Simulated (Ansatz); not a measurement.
**GaH₅OSi: how energies converge with the basis set**

How large a basis does GaH₅OSi need? Two functionals are run in growing sets.

Computed with Ansatz 0.2.0, Gaussian basis. Level: one geometry, several basis sets.

The runs, in order: PBE0-D4/def2-SVP; ωB97M-V/def2-SVP; PBE0-D4/def2-QZVPP; ωB97M-V/def2-QZVPP; the functionals' def2-TZVPP values are taken from earlier runs.

**1. The relaxed structure**

All runs share one geometry, relaxed beforehand with PBE0-D4 in a triple-zeta def2 set.

SMILES `[SiH3][O][GaH2]`, 8 atoms, charge 0, spin multiplicity 1.

Atoms are counted from 1 here; the program's logs count them from 0.

Bond lengths: Si1–O2 1.629 Å, Si1–H4 1.492 Å, Si1–H5 1.488 Å, Si1–H6 1.488 Å, O2–Ga3 1.785 Å, Ga3–H7 1.555 Å, Ga3–H8 1.560 Å. Angles: O2–Si1–H4 111.4°, O2–Si1–H5 110.0°, O2–Si1–H6 110.0°, H4–Si1–H5 108.4°, H4–Si1–H6 108.4°, H5–Si1–H6 108.7°, Si1–O2–Ga3 139.3°, O2–Ga3–H7 113.8°, O2–Ga3–H8 116.0°, H7–Ga3–H8 130.2°.

**2. PBE0-D4 in def2-SVP**

The input, in.yaml:

```yaml
crystal:
  periodic: [false, false, false]
  atoms:
    - {symbol: Si, position_ang: [-0.737425, 1.063965, -0.430255]}
    - {symbol: O, position_ang: [0.574871, 0.286270, 0.142357]}
    - {symbol: Ga, position_ang: [1.078612, -1.364926, 0.596177]}
    - {symbol: H, position_ang: [-1.875892, 0.124105, -0.648002]}
    - {symbol: H, position_ang: [-0.414931, 1.717695, -1.727164]}
    - {symbol: H, position_ang: [-1.170827, 2.108796, 0.536098]}
    - {symbol: H, position_ang: [2.547488, -1.457217, 1.099353]}
    - {symbol: H, position_ang: [-0.001887, -2.478687, 0.431436]}
basis:
  gaussian: {orbitals: def2-SVP}
hamiltonian: {xc: pbe0, dispersion: d4}
output: {orbitals: {seedname: orbitals}}
```

Started as:

```bash
$ ansatz run in.yaml --threads 4 --pin off --events-out ev --progress --plain --max-ram 10444MiB
```

After this run come: ωB97M-V in def2-SVP; PBE0-D4 in def2-QZVPP; ωB97M-V in def2-QZVPP.

**Question.** What will the summary of the whole plan be? Wanted: PBE0-D4: double and triple zeta above quadruple; ωB97M-V: double and triple zeta above quadruple.

As calculated:

| quantity | value |
| --- | --- |
| PBE0-D4: double and triple zeta above quadruple | 13.84, 1.61 eV |
| ωB97M-V: double and triple zeta above quadruple | 13.85, 1.54 eV |

**Reading.** For PBE0-D4 the step from double to triple zeta gains 12.22 eV and the next only 1.61 eV. Total energies overstate the basis error of differences, where much of it tends to cancel.
